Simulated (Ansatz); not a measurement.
# GaH₄F (built from SMILES [F][GaH2].[H][H]): a reaction path by the nudged elastic band

Aim: the minimum-energy path between two given structures and its highest point. Both ends were relaxed at PBE0-D4 in triple zeta. A second band with other settings follows.

Computed with Ansatz 0.2.0, Gaussian basis. Level: PBE0-D4/def2-SVP.

22 further runs of the same task are left out: 22 set aside as unsound or not needed.

## Step 1: The system as given

The first end: 6 atoms, charge 0, spin multiplicity 1.

Atoms are counted from 1 here; the program's logs count them from 0.

Bond lengths: Ga1–F2 1.765 Å, Ga1–H3 1.556 Å, Ga1–H4 1.556 Å, H5–H6 0.752 Å. Angles: F2–Ga1–H3 114.1°, F2–Ga1–H4 114.1°, H3–Ga1–H4 131.6°.

Coordinates:

```
Ga   -0.5887   -0.5584   -0.0523
F    -0.1034   -0.7119    1.6373
H     0.1597   -1.5218   -1.0186
H    -1.7620    0.4362   -0.2889
H     1.2060    1.0978    0.2238
H     1.0885    1.2584   -0.5012
```

The second end:

```
Ga   -0.3725   -0.1123   -0.6799
F     0.4330   -0.1450    1.5231
H     0.0027   -1.5865   -1.0545
H    -1.8473    0.2999   -0.3493
H     1.0765    0.5182    1.4507
H     0.7077    1.0259   -0.8901
```

## Step 2: The band at PBE0-D4/def2-SVP

The input, neb/in.yaml:

```yaml
crystal:
  periodic: [false, false, false]
  atoms:
    - {symbol: Ga, position_ang: [-0.588708, -0.558438, -0.052326]}
    - {symbol: F, position_ang: [-0.103415, -0.711926, 1.637256]}
    - {symbol: H, position_ang: [0.159673, -1.521833, -1.018550]}
    - {symbol: H, position_ang: [-1.761995, 0.436167, -0.288933]}
    - {symbol: H, position_ang: [1.206000, 1.097837, 0.223760]}
    - {symbol: H, position_ang: [1.088544, 1.258394, -0.501208]}
basis:
  gaussian: {orbitals: def2-SVP}
hamiltonian: {xc: pbe0, dispersion: d4}
neb:
  images: 5
  climbing: true
  max_iterations: 40
  initial_path: idpp
  final_atoms:
    - {symbol: Ga, position_ang: [-0.372464, -0.112312, -0.679914]}
    - {symbol: F, position_ang: [0.432969, -0.145029, 1.523106]}
    - {symbol: H, position_ang: [0.002668, -1.586534, -1.054464]}
    - {symbol: H, position_ang: [-1.847324, 0.299946, -0.349337]}
    - {symbol: H, position_ang: [1.076535, 0.518218, 1.450680]}
    - {symbol: H, position_ang: [0.707717, 1.025909, -0.890070]}
```

On the command line:

```
$ ansatz run in.yaml --threads 2 --pin off --events-out ev --progress --plain --max-ram 4352MiB
```

## Step 3: The band at wB97X-V/def2-SVP, other settings

neb/in.yaml, as its differences from that of step 2:

```diff
@@ -11,8 +11,9 @@
   gaussian: {orbitals: def2-SVP}
-hamiltonian: {xc: pbe0, dispersion: d4}
+hamiltonian: {xc: {name: wB97X-V}}
 neb:
-  images: 5
-  climbing: true
-  max_iterations: 40
+  images: 7
+  climbing: false
+  max_iterations: 25
   initial_path: idpp
+  spring: 1.0
   final_atoms:
```

**Question.** What will these runs give? Wanted: from earlier runs: barrier over the separately found saddle, CCSD(T)/def2-TZVPP.

The runs gave:

```
                                                                       quantity                                                 value
                                                PBE0-D4/def2-SVP, 10 iterations  highest 80.3 kJ/mol (image 3), last end +49.8 kJ/mol
                                                wB97X-V/def2-SVP, 11 iterations  highest 88.5 kJ/mol (image 4), last end +54.9 kJ/mol
from earlier runs: barrier over the separately found saddle, CCSD(T)/def2-TZVPP                                          107.2 kJ/mol
```

The highest image lies 80.3 kJ/mol above the first end, and it climbed, so it estimates the saddle. The ends are not quite minima at this level (largest force component 0.44 eV/Å), so the heights are unreliable: relaxing the first end would lower it and raise the barrier above it. The highest image is 26.9 kJ/mol below the CCSD(T) barrier in triple zeta, which comes from separate runs on the saddle. The second band's highest image lies at 88.5 kJ/mol; the levels differ, and it didn't climb, so it lies under its saddle.
